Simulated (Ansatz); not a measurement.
# Ga3F2: the cost of one run

Program: Ansatz 0.2.0. Level of theory: DFT PBE, scalar-relativistic, plane waves, PAW. These are calculated values, not measurements.

2 further runs of the same task are left out: 2 set aside as unsound or not needed.

## Step 1: The system as given

Symmetry: R-3m, No. 166, trigonal system. The conventional cell has a = 3.343 Å, b = 3.343 Å, c = 23.245 Å, α = 90.00°, β = 90.00°, γ = 120.00°. Around Ga (site symmetry -3m) lie 6 F at 2.48 Å. Ga (site symmetry 3m) has 3 F at 2.34 Å as nearest neighbours. F (site symmetry 3m) has 6 Ga at 2.34 to 2.48 Å as nearest neighbours.

Coordinates:

```
Ga F
1.0
     1.67155    0.96507    7.74846
    -1.67155    0.96507    7.74846
     0.00000   -1.93013    7.74846
Ga F
3 2
Direct
  0.00000 0.00000 0.00000
  0.20950 0.20950 0.20950
  0.79050 0.79050 0.79050
  0.40000 0.40000 0.40000
  0.60000 0.60000 0.60000
```

(A quick probe on a coarse mesh, which set the mesh and smearing, is not shown.)

## Step 3: Coarse relaxation

input.yaml

```yaml
crystal:
  lattice:
    - [1.6715450777, 0.9650670005, 7.7484593356]
    - [-1.6715450777, 0.9650670005, 7.7484593356]
    - [0.0, -1.9301340011, 7.7484593356]
  atoms:
    - { symbol: Ga, position: [0.0, 0.0, 0.0] }
    - { symbol: Ga, position: [0.2095, 0.2095, 0.2095] }
    - { symbol: Ga, position: [0.7905, 0.7905, 0.7905] }
    - { symbol: F, position: [0.4, 0.4, 0.4] }
    - { symbol: F, position: [0.6, 0.6, 0.6] }
basis:
  ecutwfc: 420
kpoints:
  mp_grid: { grid: [6, 6, 6] }
hamiltonian:
  xc: pbe
scf:
  occupations: { method: gaussian, width: 0.1 }
  lower_state_search: "off"
output:
  forces: true
  stress: true
  eigenvalues: true
relax:
  adjacent_minimum: "off"
  f_tol: 0.04
  max_steps: 70
  cell: { stress_tol: 0.4 }
```

The run is started by

```bash
$ ansatz run input.yaml --threads 1 --pin off --max-ram 2560MiB --backend cpu --events-out ev --progress --plain --runs-dir out
```

What time and memory should one allow on 1 thread of Intel Xeon 6975P-C (Granite Rapids), shared host?

About 44 s, with a peak of 0.42 GiB.
